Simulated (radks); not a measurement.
**Ionising europium step by step, Eu²¹⁺ to Eu⁴¹⁺**

How much does each further electron of europium cost? Each ion is computed in its NIST ground configuration. Each value is a difference of total energies (Δ-SCF).

The numbers are computed with radks (a radial shooting solver on a logarithmic mesh, Libxc functionals) version 1 (scalar-relativistic Kohn-Sham, BLYP, spin-polarised, spherical densities, finite nucleus; open shells are filled with parallel spins first), except any that are marked as measured or tabulated.

**1. What is computed**

```
element             : europium (Z = 63)
charges             : 21 to 41
first configuration : [Kr] 4d6
last configuration  : [Ar] 3d4
```

The outer shells:

Eu²¹⁺
```
[Kr] core
4d [↑↓][↑ ][↑ ][↑ ][↑ ]
```

Eu⁴¹⁺
```
[Ar] core
3d [↑ ][↑ ][↑ ][↑ ][  ]
```

**2. Eu²¹⁺, [Kr] 4d6**

Input:

```text
Z 63
configuration [Kr] 4d6 5s0 5p0
relativity scalar-relativistic
functional b88,lyp
spin polarised
nucleus finite rms 5.1115 fm
c 137.035999084
```

**3. Eu²²⁺, [Kr] 4d5**

Input: that of step 2 with these lines changed.

```diff
@@ -1,3 +1,3 @@
 Z 63
-configuration [Kr] 4d6 5s0 5p0
+configuration [Kr] 4d5
 relativity scalar-relativistic
```

**4. Eu²³⁺, [Kr] 4d4**

Input: that of step 3 with these lines changed.

```diff
@@ -1,3 +1,3 @@
 Z 63
-configuration [Kr] 4d5
+configuration [Kr] 4d4
 relativity scalar-relativistic
```

**5. Eu²⁴⁺, [Kr] 4d3**

Input: that of step 4 with these lines changed.

```diff
@@ -1,3 +1,3 @@
 Z 63
-configuration [Kr] 4d4
+configuration [Kr] 4d3
 relativity scalar-relativistic
```

**6. Eu²⁵⁺, [Kr] 4d2**

Input: that of step 5 with these lines changed.

```diff
@@ -1,3 +1,3 @@
 Z 63
-configuration [Kr] 4d3
+configuration [Kr] 4d2
 relativity scalar-relativistic
```

**7. Eu²⁶⁺, [Kr] 4d1**

Input: that of step 6 with these lines changed.

```diff
@@ -1,3 +1,3 @@
 Z 63
-configuration [Kr] 4d2
+configuration [Kr] 4d1
 relativity scalar-relativistic
```

**8. Eu²⁷⁺, [Kr]**

Input: that of step 7 with these lines changed.

```diff
@@ -1,3 +1,3 @@
 Z 63
-configuration [Kr] 4d1
+configuration [Kr]
 relativity scalar-relativistic
```

**9. Eu²⁸⁺, [Ar] 3d10 4s2 4p5**

Input: that of step 8 with these lines changed.

```diff
@@ -1,3 +1,3 @@
 Z 63
-configuration [Kr]
+configuration [Ar] 3d10 4s2 4p5
 relativity scalar-relativistic
```

**10. Eu²⁹⁺, [Ar] 3d10 4s2 4p4**

Input:

```text
Z 63
configuration [Ar] 3d10 4s2 4p4
relativity scalar-relativistic
functional b88,lyp
spin polarised
nucleus finite rms 5.1115 fm
c 137.035999084
```

**11. Eu³⁰⁺, [Ar] 3d10 4s2 4p3**

Input:

```text
Z 63
configuration [Ar] 3d10 4s2 4p3 5s0 4d0
relativity scalar-relativistic
functional b88,lyp
spin polarised
nucleus finite rms 5.1115 fm
c 137.035999084
```

**12. Eu³¹⁺, [Ar] 3d10 4s2 4p2**

Input:

```text
Z 63
configuration [Ar] 3d10 4s2 4p2
relativity scalar-relativistic
functional b88,lyp
spin polarised
nucleus finite rms 5.1115 fm
c 137.035999084
```

**13. Eu³²⁺, [Ar] 3d10 4s2 4p1**

Input:

```text
Z 63
configuration [Ar] 3d10 4s2 4p1
relativity scalar-relativistic
functional b88,lyp
spin polarised
nucleus finite rms 5.1115 fm
c 137.035999084
```

**14. Eu³³⁺, [Ar] 3d10 4s2**

Input:

```text
Z 63
configuration [Ar] 3d10 4s2
relativity scalar-relativistic
functional b88,lyp
spin polarised
nucleus finite rms 5.1115 fm
c 137.035999084
```

**15. Eu³⁴⁺, [Ar] 3d10 4s1**

Input: that of step 14 with these lines changed.

```diff
@@ -1,3 +1,3 @@
 Z 63
-configuration [Ar] 3d10 4s2
+configuration [Ar] 3d10 4s1
 relativity scalar-relativistic
```

**16. Eu³⁵⁺, [Ar] 3d10**

Input: that of step 15 with these lines changed.

```diff
@@ -1,3 +1,3 @@
 Z 63
-configuration [Ar] 3d10 4s1
+configuration [Ar] 3d10 4s0 4p0
 relativity scalar-relativistic
```

**17. Eu³⁶⁺, [Ar] 3d9**

Input:

```text
Z 63
configuration [Ar] 3d9
relativity scalar-relativistic
functional b88,lyp
spin polarised
nucleus finite rms 5.1115 fm
c 137.035999084
```

**18. Eu³⁷⁺, [Ar] 3d8**

Input: that of step 17 with these lines changed.

```diff
@@ -1,3 +1,3 @@
 Z 63
-configuration [Ar] 3d9
+configuration [Ar] 3d8
 relativity scalar-relativistic
```

**19. Eu³⁸⁺, [Ar] 3d7**

Input: that of step 18 with these lines changed.

```diff
@@ -1,3 +1,3 @@
 Z 63
-configuration [Ar] 3d8
+configuration [Ar] 3d7
 relativity scalar-relativistic
```

**20. Eu³⁹⁺, [Ar] 3d6**

Input: that of step 19 with these lines changed.

```diff
@@ -1,3 +1,3 @@
 Z 63
-configuration [Ar] 3d7
+configuration [Ar] 3d6
 relativity scalar-relativistic
```

**21. Eu⁴⁰⁺, [Ar] 3d5**

Input: that of step 20 with these lines changed.

```diff
@@ -1,3 +1,3 @@
 Z 63
-configuration [Ar] 3d6
+configuration [Ar] 3d5 4s0 4p0
 relativity scalar-relativistic
```

**22. Eu⁴¹⁺, [Ar] 3d4**

Input: that of step 21 with these lines changed.

```diff
@@ -1,3 +1,3 @@
 Z 63
-configuration [Ar] 3d5 4s0 4p0
+configuration [Ar] 3d4
 relativity scalar-relativistic
```

What does the calculation give? Wanted: for each run, species; configuration; Δ-SCF; −ε(HOMO); NIST; error.

As calculated:

```
species      configuration  Δ-SCF (eV)  −ε(HOMO) (eV)           NIST (eV)  error (%)
  Eu²¹⁺           [Kr] 4d6      667.84         649.31        667 (theory)       +0.1
  Eu²²⁺           [Kr] 4d5      716.02         696.75        709 (theory)       +1.0
  Eu²³⁺           [Kr] 4d4      755.45         735.93        755 (theory)       +0.1
  Eu²⁴⁺           [Kr] 4d3      795.36         775.62        795 (theory)       +0.0
  Eu²⁵⁺           [Kr] 4d2      835.71         815.76        838 (theory)       -0.3
  Eu²⁶⁺           [Kr] 4d1      876.43         856.32        879 (theory)       -0.3
  Eu²⁷⁺               [Kr]      1050.3         1030.1       1037 (theory)       +1.3
  Eu²⁸⁺  [Ar] 3d10 4s2 4p5      1091.6         1071.5       1078 (theory)       +1.3
  Eu²⁹⁺  [Ar] 3d10 4s2 4p4      1132.7         1112.6       1124 (theory)       +0.8
  Eu³⁰⁺  [Ar] 3d10 4s2 4p3      1185.9         1164.9       1167 (theory)       +1.6
  Eu³¹⁺  [Ar] 3d10 4s2 4p2      1228.8         1207.9       1249 (theory)       -1.6
  Eu³²⁺  [Ar] 3d10 4s2 4p1      1271.2         1250.6       1296 (theory)       -1.9
  Eu³³⁺      [Ar] 3d10 4s2      1414.2         1393.8       1406 (theory)       +0.6
  Eu³⁴⁺      [Ar] 3d10 4s1      1463.1         1442.1  1456.1 (semi-emp.)       +0.5
  Eu³⁵⁺          [Ar] 3d10      2506.4         2457.4       2495 (theory)       +0.5
  Eu³⁶⁺           [Ar] 3d9      2607.2         2557.6       2591 (theory)       +0.6
  Eu³⁷⁺           [Ar] 3d8      2709.1         2659.0       2697 (theory)       +0.4
  Eu³⁸⁺           [Ar] 3d7      2812.0         2761.5       2807 (theory)       +0.2
  Eu³⁹⁺           [Ar] 3d6      2915.7         2864.8       2914 (theory)       +0.1
  Eu⁴⁰⁺           [Ar] 3d5      3050.7         2997.7       3022 (theory)       +0.9
```

What this shows: Reference values: NIST Atomic Spectra Database (exp. measured, semi-emp. semi-empirical, theory a theoretical value adopted there). Per unit of the charge left behind, the cost jumps most at Eu³⁵⁺ ([Ar] 3d10): from 1463.1 to 2506.4 eV. There the highest level belongs to another shell. Minus the highest eigenvalue gives 97 to 99 % of the Δ-SCF value along the ladder. Open shells are spherical and high-spin; term and fine-structure splittings are not resolved. Spin-orbit splitting is averaged out at the scalar-relativistic level.
